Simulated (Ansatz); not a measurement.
# C2H6BN: the cost of one run

Program: Ansatz 0.2.0, driven from Python. The levels of theory stand in the script. These are calculated values, not measurements.

## 1. The system

Bond lengths: B1–N2 1.535 Å, N2–C3 1.482 Å, N2–C4 1.482 Å, C3–C4 1.457 Å, B1–H5 1.182 Å, B1–H6 1.182 Å, C3–H7 1.115 Å, C3–H8 1.110 Å, C4–H9 1.115 Å, C4–H10 1.110 Å. Angles (14 of 18 angles, heavy atoms first): B1–N2–C3 110.7°, B1–N2–C4 110.7°, C3–N2–C4 58.9°, N2–C3–C4 60.5°, N2–C4–C3 60.5°, N2–B1–H5 120.1°, N2–B1–H6 120.1°, N2–C3–H7 116.8°, N2–C3–H8 112.2°, C4–C3–H7 115.0°, C4–C3–H8 114.6°, N2–C4–H9 116.8°, N2–C4–H10 112.2°, C3–C4–H9 115.0°.

The script holds or builds the structure itself.

## 2. Script

c2h6bn.py

```python
"""Dispersion corrections for C2H6BN."""

import ansatz as az
from ase import Atoms

BASIS_SET = "def2-SVP"

atoms = Atoms(["B", "N", "C", "C", "H", "H", "H", "H", "H", "H"], positions=[
    [1.3539, 0.653, -0.3292],
    [0.1191, -0.124, -0.8054],
    [-1.0774, 0.2597, -0.02],
    [-0.3999, -0.9969, 0.2736],
    [2.321, 0.0723, 0.0234],
    [1.3715, 1.8333, -0.3879],
    [-0.9401, 1.0585, 0.746],
    [-2.0152, 0.1538, -0.6048],
    [0.1749, -1.0096, 1.2291],
    [-0.9079, -1.9001, -0.1249],
])
mol = az.Crystal.molecule_from_ase(atoms)

calc = mol.calculation().basis(gaussian=BASIS_SET)
for name in ["revpbe", "blyp"]:
    for correction in ("d3bj", "d4"):
        summary = calc.functional(name, dispersion=correction).run(threads=1, backend="cpu").report
        print(f"{name:8s} {correction:5s} total {summary['free_energy_ev']:.5f} eV, of which dispersion {1000 * summary['dispersion']['energy']['ev']:.2f} meV")
```

## 3. What the engine is handed

The package turns the script's settings into the engine's input (first run):

```yaml
crystal:
  periodic: [false, false, false]
  atoms:
    - { symbol: B, position_ang: [1.3539, 0.653, -0.3292] }
    - { symbol: "N", position_ang: [0.1191, -0.124, -0.8054] }
    - { symbol: C, position_ang: [-1.0774, 0.2597, -0.02] }
    - { symbol: C, position_ang: [-0.3999, -0.9969, 0.2736] }
    - { symbol: H, position_ang: [2.321, 0.0723, 0.0234] }
    - { symbol: H, position_ang: [1.3715, 1.8333, -0.3879] }
    - { symbol: H, position_ang: [-0.9401, 1.0585, 0.746] }
    - { symbol: H, position_ang: [-2.0152, 0.1538, -0.6048] }
    - { symbol: H, position_ang: [0.1749, -1.0096, 1.2291] }
    - { symbol: H, position_ang: [-0.9079, -1.9001, -0.1249] }
basis:
  gaussian:
    orbitals: def2-SVP
hamiltonian:
  xc: revpbe
  dispersion: d3bj
```

## 4. Launch

Command:

```bash
> python c2h6bn.py
```

Q: Estimate wall time and peak memory on 1 thread of Arm Neoverse V1, shared host.

About 7.8 s, with a peak of 0.19 GiB.
